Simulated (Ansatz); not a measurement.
# Rb2TeO3: a short molecular-dynamics run

What does Rb2TeO3 do over 60 steps of 1.5 fs at constant energy, with velocities drawn for 600 K? The cell is a randomly packed cell of 12 atoms, taken as it stands, without a relaxation.

Program: Ansatz 0.2.0. Level of theory: DFT PBE, plane waves, PAW, scalar-relativistic, no spin polarisation. These are calculated values, not measurements.

## (1) The structure to begin with

The cell holds 12 atoms (O6Rb4Te2): a = 6.581 Å, b = 6.683 Å, c = 6.683 Å, α = 95.52°, β = 89.89°, γ = 80.56°.

Coordinates:

```xyz
12
Lattice="6.5735 0.2485 -0.1913 0.8532 6.6257 0.1979 0.2390 -0.8770 6.6213" Properties=species:S:1:pos:R:3 pbc="T T T"
Te    5.2698    0.7534    3.7220
Te    2.6375    2.4002    1.2766
Rb    4.0298    5.9021    5.9228
Rb    1.4850    2.0947    4.1863
O     2.9970    4.2624    0.1048
O     5.0772    1.8172    0.2897
Rb    7.2786    5.1279    6.1444
Rb    2.4990    5.3713    2.6623
O     4.8889    4.2517    0.1780
O     6.8140    1.6610    1.1414
O     4.2946    0.3545    1.5669
O     5.6399    4.5911    3.0752
```

## (2) Molecular dynamics

Input file input.yaml:

```yaml
crystal:
  lattice:
    - [6.573484, 0.248477, -0.191331]
    - [0.853239, 6.62571, 0.197876]
    - [0.238971, -0.877027, 6.621298]
  atoms:
    - { symbol: Te, position: [0.759607, 0.161889, 0.579234] }
    - { symbol: Te, position: [0.345631, 0.374651, 0.191592] }
    - { symbol: Rb, position: [0.45261, 0.990038, 0.877996] }
    - { symbol: Rb, position: [0.152153, 0.393153, 0.624891] }
    - { symbol: O, position: [0.37383, 0.630319, 0.007792] }
    - { symbol: O, position: [0.737284, 0.254217, 0.057461] }
    - { symbol: Rb, position: [0.961704, 0.860984, 0.930031] }
    - { symbol: Rb, position: [0.255619, 0.851921, 0.384004] }
    - { symbol: O, position: [0.662199, 0.620494, 0.027473] }
    - { symbol: O, position: [0.998525, 0.238937, 0.194089] }
    - { symbol: O, position: [0.635927, 0.063162, 0.253129] }
    - { symbol: O, position: [0.746809, 0.726375, 0.464317] }
kpoints:
  mp_grid: { grid: [3, 2, 2] }
magnetization:
  spin_polarized: false
scf:
  occupations: { method: cold, width: 0.15 }
hamiltonian:
  pseudopotentials: { kind: paw }
  xc: pbe
basis:
  ecutwfc: 420
md:
  timestep: 1.5
  n_steps: 60
  ensemble: nve
  temperature: 600.0
  initial_velocities: maxwell_boltzmann
  seed: 5353
```

Command:

```
$ ansatz run input.yaml --threads 2 --pin off --max-ram 2560MiB --backend cpu --events-out ev --progress --plain --runs-dir out
```

Before running it: what results should come out? Wanted: temperature, first and last step; temperature, second half; potential energy, second half; largest change of the total energy; mean square displacement, second half.

The runs gave:

| quantity | value |
| --- | --- |
| length | 60 steps of 1.5 fs |
| temperature, first and last step | 600 and 3323 K |
| temperature, second half | mean 4057 K, from 2881 to 5385 K |
| potential energy, second half | -410 meV/atom from the start |
| largest change of the total energy | 2.28 meV/atom |
| mean square displacement, second half | O 1.5, Te 0.072, Rb 0.065 Å² |

The temperature starts at 600 K and averages 4057 K in the second half, where it ranges from 2881 to 5385 K; the start was no minimum (force components up to 2.5 eV/Å), and the potential energy that it sheds (410 meV/atom) turns into motion. The total energy strays from its start by at most 2.28 meV/atom, 0.7 % of the mean kinetic energy, so a step of 1.5 fs is short enough over this time. Bonds change: the first event comes at 13.5 fs (O5–O9 forms). Over the second half O atoms stand 1.2 Å (root mean square) from where they began, and the farthest move is 2.4 Å. A run of 90 fs with 12 atoms shows the motion but fixes no equilibrium value. The k-mesh is coarse for this cell.
